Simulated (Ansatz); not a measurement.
Working through a relaxed scan of one distance of BrClGe, SMILES [Cl][Ge][Br]

Computed with Ansatz's Python interface.

Run as a notebook:

**Cell 1**
```python
import ansatz as az
import numpy as np
```

**Cell 2**
```python
molecule = (
    az.Crystal.molecule()
    .atom("Cl", (0.3786, 1.7309, 0.3866))
    .atom("Ge", (-0.771, 0.0791, -0.4104))
    .atom("Br", (0.3815, -1.8747, 0.0106))
)

setup = (
    molecule.calculation()
    .basis(gaussian="def2-SVP")
    .functional("pbe0")
)
symbols = [site.symbol for site in molecule.cartesian_sites]
pairs = [(0, 1), (1, 2)]
print("held (A)   E (eV)        ", "  ".join(f"{symbols[i]}{i}-{symbols[j]}{j}" for i, j in pairs))
for length in [1.99, 2.16, 2.34, 2.6, 2.92]:
    report = setup.relax(constraints=[az.DistanceConstraint((0, 1), at=length)], force_tolerance=0.02, max_steps=60).run(threads=1, backend="cpu").report
    xyz = np.array(report["positions_ang"])
    print(f"{length:6.2f} {report['free_energy_ev']:14.5f}  ", "  ".join(f"{np.linalg.norm(xyz[i] - xyz[j]):.3f}" for i, j in pairs))
```
Output:
```text
held (A)   E (eV)         Cl0-Ge1  Ge1-Br2
DeckWarning: relax.constraints: the input's atoms, or those drawn, lie off the distances that are held; a relaxation that starts there is brought onto them ahead of its first SCF, by positions alone, an atom by 8.73e-2 Å at the most. With the symmetry detection on, the symmetry is detected on the input's atoms as so [...]
  1.99  -139050.30306   1.990  2.370
  2.16  -139050.68262   2.160  2.350
  2.34  -139050.56248   2.340  2.332
  2.60  -139049.99922   2.600  2.312
  2.92  -139049.16500   2.920  2.294
```

Total energies depend on the basis set; only differences at equal settings carry meaning. Warnings are shown shortened and without file and line. The energies are electronic: no zero-point or thermal terms, and the basis set is short of its limit. Run time: 60 s on 1 thread of Arm Neoverse V2, with other jobs on the host, peak memory 0.25 GiB.
